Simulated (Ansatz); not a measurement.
# BH3Te, SMILES B[TeH]: vertical and adiabatic energies of changing the electron count

Computed with Ansatz's Python interface.

Notebook, run cell by cell (the value of a cell's last expression is shown):

```python
import ansatz as az
import numpy as np
```

```python
GEOMETRY = """
B    -0.08750   -0.73370    0.25620
Te    0.99040    1.20930    0.26920
H    -1.12050   -0.81760    0.91760
H     0.27990   -1.55850   -0.46840
H    -0.01240    1.82690   -1.01600
"""
```

```python
geometry = az.Crystal.molecule()
for line in GEOMETRY.strip().splitlines():
    symbol, *xyz = line.split()
    geometry = geometry.atom(symbol, [float(v) for v in xyz])
```

```python
base = (
    geometry.calculation()
    .basis(gaussian="def2-TZVP")
    .functional("b3lyp", dispersion="d4")
    .scf(lower_state_search="standard")
)
symbols = [site.symbol for site in geometry.cartesian_sites]
start = np.array([site.position_ang for site in geometry.cartesian_sites], dtype=float)
report = base.relax(force_tolerance=0.01).run().report
end = np.array(report["positions_ang"])
```

```python
minimum = az.Crystal.molecule()
for symbol, place in zip(symbols, end):
    minimum = minimum.atom(symbol, place.tolist())
ion = (
    minimum.calculation()
    .basis(gaussian="def2-TZVP")
    .functional("b3lyp", dispersion="d4")
    .scf(lower_state_search="standard")
    .charge(1)
    .spin("collinear", total=1)
)
vertical = ion.run().report
settled = ion.relax(force_tolerance=0.01, max_steps=80).run().report
print(f"vertical ionisation energy   {vertical['free_energy_ev'] - report['free_energy_ev']:.3f} eV")
print(f"adiabatic, no zero point     {settled['free_energy_ev'] - report['free_energy_ev']:.3f} eV")
print(f"relaxation energy of the ion {vertical['free_energy_ev'] - settled['free_energy_ev']:.3f} eV")
ionised = np.array(settled["positions_ang"])
print("final positions (A) and the move of each atom")
for symbol, xyz, old in zip(symbols, ionised, end):
    print(f"{symbol:2s} {xyz[0]:10.5f} {xyz[1]:10.5f} {xyz[2]:10.5f}   {np.linalg.norm(xyz - old):7.4f}")
```

    vertical ionisation energy   9.447 eV
    adiabatic, no zero point     9.256 eV
    relaxation energy of the ion 0.190 eV
    final positions (A) and the move of each atom
    B    -0.11360   -0.76180    0.17516    0.0804
    Te    1.06331    1.16971    0.14245    0.5169
    H    -1.18126   -0.67680    0.67177    0.3666
    H     0.42418   -1.70873   -0.27855    0.4389
    H    -0.14274    1.90402   -0.75223    0.5174

Caveats:
- The settings weren't tested for convergence.
- The energies are electronic: no zero-point or thermal terms, and the basis set is short of its limit. The product may relax into another structure. The relaxation finds the nearest minimum, so the adiabatic value is an upper bound.
- def2 sets replace the cores of elements past krypton by effective core potentials.
- b3lyp holds the VWN-RPA fit, as in Gaussian; the form of ORCA and Turbomole is b3lyp5.
- It ran for 110 s on 1 thread of Arm Neoverse V2 (shared host), peak memory 0.26 GiB.
